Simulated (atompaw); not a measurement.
# A PAW (atompaw) potential for Ga, from input to tests

Task: generate the file, and judge it by its logarithmic derivatives, its ghosts and its cutoff.

Program: atompaw 4.2.0.5. Reference atom: PBE, scalar-relativistic, spherical and spin-unpolarised. All values are calculated.

## Step 1: Settings

Typed settings, in words:

| Quantity | Value |
| --- | --- |
| element | gallium (Ga, Z = 31) |
| type | PAW |
| frozen core | [Ne] |
| valence charge | 21 |
| reference configuration | 3s2 3p6 3d10 4s1.75 4p1.25 |
| partial waves | 3s (bound): rc 0.90 bohr; 4s (bound): rc 1.00 bohr; 3p (bound): rc 0.80 bohr; 4p (bound): rc 1.00 bohr; 3d (bound): rc 1.00 bohr; 3d channel at 0.3 Ry: rc 0.85 bohr |
| local potential | troulliermartins scheme with l = 3 at 0.5 Ry, radius 0.95 bohr |
| core correction | smooth core density matched at 0.70 bohr |
| augmentation charge | sinc compensation charge, radius 0.85 bohr; PAW radius 1.00 bohr; waves and projectors: custom rrkj vanderbiltortho |

An earlier all-electron run gives the scale for the radii.

All-electron outer shells of the reference configuration (PBE, scalar-relativistic, ld1.x):

```
shell  level (eV)  outermost node (bohr)  outermost maximum (bohr)
   2s    -1262.81                   0.07                      0.18
   2p    -1099.32                      –                      0.15
   3s     -148.63                   0.27                      0.56
   3p      -99.37                   0.24                      0.56
   3d      -19.65                      –                      0.53
   4s       -9.24                   0.81                      1.90
   4p       -2.78                   0.87                      2.53
```

## Step 2: Generation

File Ga.input:

```
Ga 31
GGA-PBE scalarrelativistic loggrid 1500 logderivrange -13 5 451
4 4 3 0 0 0
4 0 1.75
4 1 1.25
0 0 0
c
c
v
v
c
v
v
v
2
1.00 0.85 0.95 0.70
n
n
y
0.3
n
custom rrkj vanderbiltortho sinc
3 0.5 troulliermartins
0.90
1.00
0.80
1.00
1.00
0.85
PWSCFOUT
UPFDX 0.0125d0 UPFXMIN -7.d0 UPFZMESH 31.d0
END
```

Run with:

```sh
$ atompaw < Ga.input > Ga.log
```

**Question.** What will these runs give? Wanted: cutoffs for 10 and 1 mRy, occupied levels; bound ghosts; largest phase difference near zero energy, channels read; lowest eigenvalue of the overlap; share of valence orbitals outside the PAW sphere; UPF file.

**Answer**, as computed:

| quantity | value |
| --- | --- |
| cutoffs for 10 and 1 mRy, occupied levels | 180 Ry and 300 Ry |
| bound ghosts | none found |
| largest phase difference near zero energy, channels read | 0.000 rad |
| lowest eigenvalue of the overlap (Bessel basis) | 0.118 (s) |
| share of valence orbitals outside the PAW sphere | 3s 9 %, 4s 96 %, 3p 12 %, 4p 98 %, 3d 26 % |
| UPF file | written |

The potential is very hard: the looser tolerance needs 180 Ry. The Bessel-basis test finds no level below the valence levels. Near zero energy the phases of the channels with partial waves agree within 0.001 rad.
